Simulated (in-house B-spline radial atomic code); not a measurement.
**Sb⁷⁺: binding energies from hole states**

How much more does a second hole in Sb⁷⁺ cost because of the first?

Method: Dirac-Hartree-Fock, average of configuration, Fermi nucleus, basis-set limit. Code: in-house B-spline radial atomic code version 1.

## (1) The atom as given

- element: antimony (Z = 51)
- charge: +7
- electrons: 44
- configuration: [Kr] 4d8
- Hamiltonian: Dirac-Coulomb
- nucleus: Fermi, rms radius 4.680 fm

Outer shells as boxes (Hund's rule):

[Kr] 4d8
```
[Kr] core
4d [↑↓][↑↓][↑↓][↑ ][↑ ]
```

The boxes draw the filling by Hund's rule, which heavy ions in jj coupling don't follow; these runs average over all states of the configuration.

The run's settings:

```ini
Z = 51
electrons = 44.0
configuration = [Kr] 4d8
hamiltonian = dirac
method = hf
spin_polarised = False
nucleus = fermi
rms_radius = 4.6802
mass_number = 121
atomic_mass = 120.903811353
speed_of_light = 137.035999084
```

The reference is known from an earlier run: -6467.289746 hartree in all. Up to eight levels, counted from the top:

```csv
orbital,occupation,energy (eV),<r> (bohr)
3p3/2,4,-900.17,0.3304
3d3/2,4,-669.96,0.3023
3d5/2,6,-660.11,0.3058
4s1/2,2,-276.87,0.7827
4p1/2,2,-229.09,0.8179
4p3/2,4,-219.75,0.8418
4d3/2,3.2,-143.62,0.9448
4d5/2,4.8,-142.14,0.9542
```

Single holes known from earlier runs (ΔSCF): 1s 30714.7 eV, 2p1/2 4514.04 eV, 2p3/2 4262.36 eV, 3p1/2 936.69 eV, 3d3/2 657.84 eV, 4s 274.67 eV, 4p3/2 217.87 eV.

## (2) The 4s and 4p3/2 holes

In configurations, a minus sign after the shell means j = l − 1/2 and a plus sign j = l + 1/2; the count of electrons follows.

The run's settings:

```ini
Z = 51
electrons = 42.0
configuration = 1s2 2s2 2p6 3s2 3p6 3d10 4s1 4p-2 4p+3 4d8
hamiltonian = dirac
method = hf
spin_polarised = False
nucleus = fermi
rms_radius = 4.6802
mass_number = 121
atomic_mass = 120.903811353
speed_of_light = 137.035999084
```

## (3) The 2p1/2 and 2p1/2 holes

The settings differ from step 2 so:

```diff
@@ -2,3 +2,3 @@
 electrons = 42.0
-configuration = 1s2 2s2 2p6 3s2 3p6 3d10 4s1 4p-2 4p+3 4d8
+configuration = 1s2 2s2 2p+4 3s2 3p6 3d10 4s2 4p6 4d8
 hamiltonian = dirac
```

## (4) The 3p1/2 and 3d3/2 holes

The settings differ from step 3 so:

```diff
@@ -2,3 +2,3 @@
 electrons = 42.0
-configuration = 1s2 2s2 2p+4 3s2 3p6 3d10 4s2 4p6 4d8
+configuration = 1s2 2s2 2p6 3s2 3p-1 3p+4 3d-3 3d+6 4s2 4p6 4d8
 hamiltonian = dirac
```

## (5) The 2p3/2 and 3p1/2 holes

The settings differ from step 4 so:

```diff
@@ -2,3 +2,3 @@
 electrons = 42.0
-configuration = 1s2 2s2 2p6 3s2 3p-1 3p+4 3d-3 3d+6 4s2 4p6 4d8
+configuration = 1s2 2s2 2p-2 2p+3 3s2 3p-1 3p+4 3d10 4s2 4p6 4d8
 hamiltonian = dirac
```

## (6) The 1s and 1s holes

The settings differ from step 5 so:

```diff
@@ -2,3 +2,3 @@
 electrons = 42.0
-configuration = 1s2 2s2 2p-2 2p+3 3s2 3p-1 3p+4 3d10 4s2 4p6 4d8
+configuration = 2s2 2p6 3s2 3p6 3d10 4s2 4p6 4d8
 hamiltonian = dirac
```

Before running: What does each hole state cost in eV, and how does that compare with the orbital energies or single holes?

The runs gave:

| two holes | ΔSCF (eV) | less the two single holes (eV) |
| --- | --- | --- |
| 4s and 4p3/2 | 515.52 | 22.98 |
| 2p1/2 and 2p1/2 | 9201.99 | 173.90 |
| 3p1/2 and 3d3/2 | 1642.66 | 48.13 |
| 2p3/2 and 3p1/2 | 5266.08 | 67.03 |
| 1s and 1s | 62216.3 | 786.83 |

**Reading.** Two holes cost more than the sum of each, because the second electron leaves a more charged ion. The excess runs from 23.0 eV (4s and 4p3/2) to 786.8 eV (1s and 1s); it tends to be largest where both holes are compact. Two partly filled shells share a symmetry and can mix in the average, which may lower the energy, in these hole states: 3p1/2 and 3d3/2; 3d3/2. Values are for the free ion, measured from the vacuum level.
